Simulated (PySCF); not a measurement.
# C2H5BOSi: electronic excitations and core binding energies

Aim: predict the electronic excitations and core binding energies of C2H5BOSi (`BC1=CO[SiH2]1`).

Computed with PySCF 2.14.0, with density-fitted response routines of our own, on a single molecule in the gas phase. Atoms count from 0, in the outputs and in this text.

**1. The molecule as given**

10 atoms, charge 0, multiplicity 1; geometry from: GFN2-xTB.

Bonds of the start (Å): B0–C1 1.51, C1–C2 1.36, C2–O3 1.35, O3–Si4 1.74, Si4–C1 1.90, B0–H5 1.17, B0–H6 1.17, C2–H7 1.08, Si4–H8 1.45, Si4–H9 1.45.

**2. Excited states and response: CAM-B3LYP/def2-SVPD**

Job settings and geometry (Å):

```
{"job": {"kind": "uv", "xc": "CAM-B3LYP", "basis": "def2-SVPD", "nstates": 8, "ntriplets": 3}, "charge": 0, "multiplicity": 1}
B      1.751609    -0.310830    -0.605026
C      0.357796     0.006077    -0.105295
C     -0.169485     1.160328     0.378865
O     -1.464582     0.958333     0.701272
Si    -1.375854    -0.703265     0.201271
H      2.014567    -1.385544    -0.988167
H      2.565353     0.532564    -0.604554
H      0.243337     2.145483     0.538402
H     -2.292452    -0.873223    -0.913149
H     -1.621408    -1.525268     1.373854
```

Method: TDDFT CAM-B3LYP/def2-SVPD, vertical, gas phase, core orbitals frozen in the response.

Started as:

```
> OMP_NUM_THREADS=1 python probes_run.py task.json out
```

One launch serves the whole session: the jobs run in the order shown.

**Question.** This job is followed by: delta-SCF UKS SCAN, pcX-2 on the ionised atom, pcseg-1 elsewhere, spin-free X2C. Predict these results of the whole session: lowest singlet (CAM-B3LYP/def2-SVPD); brightest single state of those computed; lowest triplet; surface potential, 1st and 99th percentile; C1s binding energies, SCAN/pcX-2 (standing for 1 of 2 atoms); O1s binding energies, SCAN/pcX-2; Si1s binding energies, SCAN/pcX-2; Si2p binding energies, SCAN/pcX-2.

**Answer**, as computed:

```
                                                    quantity                        value
                        lowest singlet (CAM-B3LYP/def2-SVPD)  4.99 eV (248 nm), f = 0.001
                    brightest single state of those computed  state 2, 5.18 eV, f = 0.257
                                              lowest triplet                      3.28 eV
                       surface potential, 1st and 99th percentile           -1.10 V and 2.10 V
C1s binding energies, SCAN/pcX-2 (standing for 1 of 2 atoms)                 C1 289.45 eV
                            O1s binding energies, SCAN/pcX-2                 O3 538.43 eV
                           Si1s binding energies, SCAN/pcX-2               Si4 1847.66 eV
                           Si2p binding energies, SCAN/pcX-2                Si4 108.06 eV
```

The first singlet state (HOMO−1→LUMO 0.98) lies at 4.99 eV and is dark; of the 8 states computed, the strongest absorption comes from state 2 at 5.18 eV. The lowest triplet lies 1.71 eV below the lowest singlet (triplets in Tamm-Dancoff, singlets in full TDDFT). At CAM-B3LYP/def2-SVPD, counted by nearest atom on the grid, the HOMO lies on C1 45 %; O3 26 %, the LUMO on B0 32 %; C2 27 %.
